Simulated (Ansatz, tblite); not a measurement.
**The cluster Ga3Cl6+: one state, many levels**

Aim: run the singlet of the cluster Ga3Cl6+ at one geometry on many levels, and compare frontier levels, spin and run time.

Computed with Ansatz 0.2.0, Gaussian basis. Level: as each input shows.

Plan: GFN1-xTB, GFN2-xTB, PBE-D4/def2-TZVP, r2SCAN-D4/def2-TZVP, ωB97M-V/def2-TZVP, ωB97X-V/def2-TZVP, PBE-D4/def2-SVP, PBE0-D4/def2-SVP, HF/6-31G, B3LYP-D4/6-31G, MP2/def2-SVP, RPA/def2-SVP.

2 further runs of the same task are left out: 1 that didn't finish, 1 set aside as unsound or not needed. Runs told in other sessions of the task aren't counted.

## 1. The structure

The geometry is that of the singlet, from an earlier relaxation (PBE-D4/def2-SVP). At that level it is the lowest of the isomers that a small search found.

9 atoms, charge 1, spin multiplicity 1.

Bond lengths: Ga1–Cl5 2.102 Å, Ga1–Cl7 2.311 Å, Ga1–Cl8 2.309 Å, Ga1–Cl9 2.311 Å, Ga2–Ga3 2.458 Å, Ga2–Cl4 2.111 Å, Ga2–Cl7 2.418 Å, Ga2–Cl9 2.420 Å, Ga3–Cl6 2.108 Å, Ga3–Cl8 2.424 Å. Angles: Cl5–Ga1–Cl7 121.1°, Cl5–Ga1–Cl8 116.8°, Cl5–Ga1–Cl9 121.1°, Cl7–Ga1–Cl8 100.4°, Cl7–Ga1–Cl9 92.1°, Cl8–Ga1–Cl9 100.4°, Ga3–Ga2–Cl4 138.1°, Ga3–Ga2–Cl7 95.9°, Ga3–Ga2–Cl9 95.6°, Cl4–Ga2–Cl7 114.0°, Cl4–Ga2–Cl9 113.9°, Cl7–Ga2–Cl9 86.9°, Ga2–Ga3–Cl6 155.5°, Ga2–Ga3–Cl8 98.7°, Cl6–Ga3–Cl8 105.9°, Ga1–Cl7–Ga2 83.6°, Ga1–Cl8–Ga3 98.8°, Ga1–Cl9–Ga2 83.6°.

The ion is computed in the gas phase, without counter-ions or solvent.

PBE0-D4/def2-TZVP was run before; its log isn't repeated, and its numbers join the tables.

## 2. GFN1-xTB

Tight binding, by tblite at 300 K electronic temperature and without a spin-polarisation term:

```python
tblite.interface.Calculator('GFN1-xTB', numbers, positions, charge=1, uhf=0).singlepoint()
```

Energy -802.4137 eV, HOMO -15.52 eV, LUMO -11.85 eV; 0.019 s.

## 3. GFN2-xTB

Tight binding, by tblite at 300 K electronic temperature and without a spin-polarisation term:

```python
tblite.interface.Calculator('GFN2-xTB', numbers, positions, charge=1, uhf=0).singlepoint()
```

Energy -841.8689 eV, HOMO -15.83 eV, LUMO -12.58 eV; 0.025 s.

## 4. PBE-D4/def2-TZVP

start.molden holds the orbitals of an earlier run on this state, given as this run's starting guess.

in.yaml

```yaml
crystal:
  periodic: [false, false, false]
  atoms:
    - {symbol: Ga, position_ang: [0.562338, 1.550549, 0.729474]}
    - {symbol: Ga, position_ang: [0.359466, -0.797447, -1.364249]}
    - {symbol: Ga, position_ang: [-1.247975, -1.531146, 0.345065]}
    - {symbol: Cl, position_ang: [1.105221, -1.480730, -3.217586]}
    - {symbol: Cl, position_ang: [1.191634, 3.353266, 1.607912]}
    - {symbol: Cl, position_ang: [-2.680221, -2.816808, 1.204108]}
    - {symbol: Cl, position_ang: [2.077692, -0.109076, 0.191661]}
    - {symbol: Cl, position_ang: [-1.006940, 0.319221, 1.891830]}
    - {symbol: Cl, position_ang: [-0.361226, 1.512162, -1.388215]}
basis:
  gaussian: {orbitals: def2-TZVP, initial_orbitals: start.molden}
total_charge: 1
hamiltonian: {xc: pbe, dispersion: d4}
scf: {omitted_lower_state_checks: [starts]}
output: {orbitals: {seedname: orbitals}}
```

Started as:

```console
> ansatz run in.yaml --threads 4 --pin off --events-out ev --progress --plain --max-ram 6963MiB
```

After this run come: r2SCAN-D4/def2-TZVP; ωB97M-V/def2-TZVP; ωB97X-V/def2-TZVP; PBE-D4/def2-SVP; PBE0-D4/def2-SVP; HF/6-31G; B3LYP-D4/6-31G; MP2/def2-SVP; RPA/def2-SVP.

**Question.** What will the summary of the whole plan be? Wanted: gap in def2-TZVP, named functionals, smallest and largest; correlation energy, MP2/def2-SVP; PBE0 total energy, smallest basis above largest.

As calculated:

| quantity | value |
| --- | --- |
| gap in def2-TZVP, named functionals, smallest and largest | 3.98 eV (PBE-D4), 10.17 eV (ωB97X-V) |
| correlation energy, MP2/def2-SVP | -38.19 eV |
| PBE0 total energy, smallest basis above largest | 45.78 eV (def2-SVP, def2-TZVP) |

In words: Over the named functionals in def2-TZVP the gap runs from 3.98 eV (PBE-D4) to 10.17 eV (ωB97X-V); exact exchange widens it.
